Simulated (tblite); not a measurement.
# C4H7F3OSi2: the cost of one run

Computed with tblite 0.8.0 and PySCF 2.14.0, with density-fitted response routines of our own, on a single molecule in the gas phase. Atoms count from 0, in the outputs and in this text.

## 1. The starting structure

17 atoms, charge 0, multiplicity 1; geometry from: force field or distance geometry start.

Bonds of the start (Å): O0–C1 1.22, C1–Si2 1.88, Si2–C3 1.88, C3–Si4 1.86, C3–C5 1.36, C5–C6 1.50, C6–F7 1.35, C6–F8 1.36, C6–F9 1.36, C1–H10 1.10, Si2–H11 1.49, Si2–H12 1.49, Si4–H13 1.49, Si4–H14 1.48, Si4–H15 1.49, C5–H16 1.09.

## 2. Optimising the geometry with GFN2-xTB

What the job is given:

```
{"job": {"kind": "relax", "xc": "GFN2-xTB", "basis": "xTB"}, "charge": 0, "multiplicity": 1}
O      2.433700     1.915000    -0.935400
C      2.361500     0.705400    -1.051800
Si     1.423500    -0.287200     0.239400
C     -0.387400     0.194400     0.361800
Si    -0.530400     1.841100     1.208500
C     -1.453800    -0.537800    -0.056200
C     -1.465600    -1.850100    -0.775900
F     -2.653900    -2.057600    -1.373900
F     -0.512600    -1.927000    -1.737400
F     -1.264900    -2.888600     0.081200
H      2.840200     0.131100    -1.856900
H      1.459100    -1.731200    -0.105600
H      2.035400    -0.204500     1.592500
H     -0.526200     2.911600     0.174500
H     -1.843100     1.892600     1.898500
H      0.531400     2.050700     2.225600
H     -2.453900    -0.145700     0.101000
```

Command:

```console
$ OMP_NUM_THREADS=1 python probes_run.py task.json out
```

The driver reads the jobs from task.json and runs them one after another.

**Question.** How long does this first job take on 1 thread of Arm Neoverse N1, shared host?

About 2.3 s.
